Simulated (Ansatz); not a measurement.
This Ansatz 0.2.0 run on In needs a look.

input.yaml

```yaml
crystal:
  lattice:
    - [3.2523, 0.0, 0.0]
    - [0.0, 4.9479, 0.0]
    - [0.0, 0.0, 24.7569]
  atoms:
    - { symbol: In, position: [0.5, 0.5, 0.3029458454] }
    - { symbol: In, position: [0.0, 0.0, 0.3686305636] }
    - { symbol: In, position: [0.5, 0.5, 0.4343152818] }
    - { symbol: In, position: [0.0, 0.0, 0.5] }
    - { symbol: In, position: [0.5, 0.5, 0.5656847182] }
    - { symbol: In, position: [0.0, 0.0, 0.6313694364] }
    - { symbol: In, position: [0.5, 0.5, 0.6970541546] }
hamiltonian:
  xc: pbesol
  pseudopotentials: { kind: paw }
kpoints:
  mp_grid: { grid: [8, 6, 1] }
scf:
  occupations: { method: fermi_dirac, width: 0.05 }
  max_iter: 50
output:
  forces: true
  eigenvalues: true
relax:
  f_tol: 1.0e-09
  max_steps: 30
  constraints: [{ sites: [0, 1, 2] }]
efield:
  axis: 3
  dipole_correction: true
  ramp_width: 0.04
```

Potentials or basis: Ansatz PAW.

Run with:

```console
$ ansatz run input.yaml --threads 4 --pin off --max-ram 11264MiB --backend cpu --events-out ev --progress --plain --runs-dir out
```

Output:

```text
Warning: RAYON_NUM_THREADS=4 ignored (pool sized by the plan → 4); use --threads N
The last accepted step is kept in <dir> (removed where the run ends without a failure and the disk answers)
Engine: ansatz 0.2.0, aarch64-unknown-linux-gnu
Pseudopotentials: kind: paw
Pseudopotential: In, paw, valence charge 13, recommended cutoff 420 eV (normal), In.paw.azcp
Functional definition: PBEsol
[... 174 lines left out ...]
SCF iter   5: F=—  HF=-38676.682467 eV  |F-HF|=—  |Δ(HF+E_count)|=  4.37e-11  Δρ=2.43e-9  dr2=4.92e-15  ethr=3.06e-17 (applied; sched 1.00e-12)  p=-0.006 e·Å  D=-2.84e-3 V/Å  ΔV_dip=0.07 eV  dr2_dipole=2.43e-18  V_vac-E_F(+/−)=3.97/3.90 eV  ⟨swp⟩=2.0  Hψ=1982  notcnv=0  defer=17
SCF iter   6: F=-38676.682467 eV  HF=-38676.682467 eV  |F-HF|=2.18e-11  |Δ(HF+E_count)|=  5.09e-11  Δρ=8.44e-10  dr2=6.95e-16  ethr=1.00e-12  p=-0.006 e·Å  D=-2.84e-3 V/Å  ΔV_dip=0.07 eV  dr2_dipole=5.19e-18  V_vac-E_F(+/−)=3.97/3.90 eV  ⟨swp⟩=3.1  Hψ=2973  notcnv=0
SCF 14 converged in 6 iterations: F = -38676.682467 eV  dr2 = 6.95e-16
relax step  14: F+E_penalty+E_count = -38676.68246726 eV  Δ(F+E_penalty+E_count) = -7.276e-12 eV  max|allowed force component| = 1.036e-7 eV/Å  Δτ_max = 0.0000 Å  (6 SCF iters, accepted)
SCF iter   1: F=—  HF=-38676.682465 eV  |F-HF|=—  |Δ(HF+E_count)|=         —  Δρ=1.66e-8  dr2=2.66e-13  ethr=1.00e-12  p=-0.006 e·Å  D=-2.84e-3 V/Å  ΔV_dip=0.07 eV  dr2_dipole=1.98e-14  V_vac-E_F(+/−)=3.97/3.90 eV  ⟨swp⟩=3.0  Hψ=2351  notcnv=0
efield: sawtooth ramp at fractional position 0.9800 (handed on by an earlier solve), width 0.0400; the density the first Hamiltonian is built on has a dipole p = -0.006 e·Å; the dipole correction subtracts the counter field D = -2.84e-3 V/Å, which shifts the + side's vacuum level by +0.07 eV against the − side's; the planar-averaged density in the ramp window peaks in size at 3.6e-7 e/Å³
SCF iter   2: F=—  HF=-38676.682467 eV  |F-HF|=—  |Δ(HF+E_count)|=   2.17e-6  Δρ=1.51e-8  dr2=2.02e-13  ethr=2.92e-16 (applied; sched 1.00e-12)  p=-0.006 e·Å  D=-2.84e-3 V/Å  ΔV_dip=0.07 eV  dr2_dipole=2.13e-16  V_vac-E_F(+/−)=3.97/3.90 eV  ⟨swp⟩=3.3  Hψ=3138  notcnv=0
SCF iter   3: F=—  HF=-38676.682467 eV  |F-HF|=—  |Δ(HF+E_count)|=  7.28e-12  Δρ=7.38e-9  dr2=4.64e-14  ethr=2.22e-16 (applied; sched 1.00e-12)  p=-0.006 e·Å  D=-2.84e-3 V/Å  ΔV_dip=0.07 eV  dr2_dipole=9.21e-16  V_vac-E_F(+/−)=3.97/3.90 eV  ⟨swp⟩=2.9  Hψ=2030  notcnv=0
```

Q: Diagnose the run.

A: The calculation hadn't finished when its time ran out. The input holds a flaw that was put in on purpose: a force tolerance that can't be met (relax.f_tol = 1e-09).

A sound run on the same cell differs in these lines of the main input:
```diff
@@ -21 +20,0 @@
-  max_iter: 50
@@ -26,2 +25,2 @@
-  f_tol: 1.0e-09
-  max_steps: 30
+  f_tol: 0.02
+  max_steps: 40
```
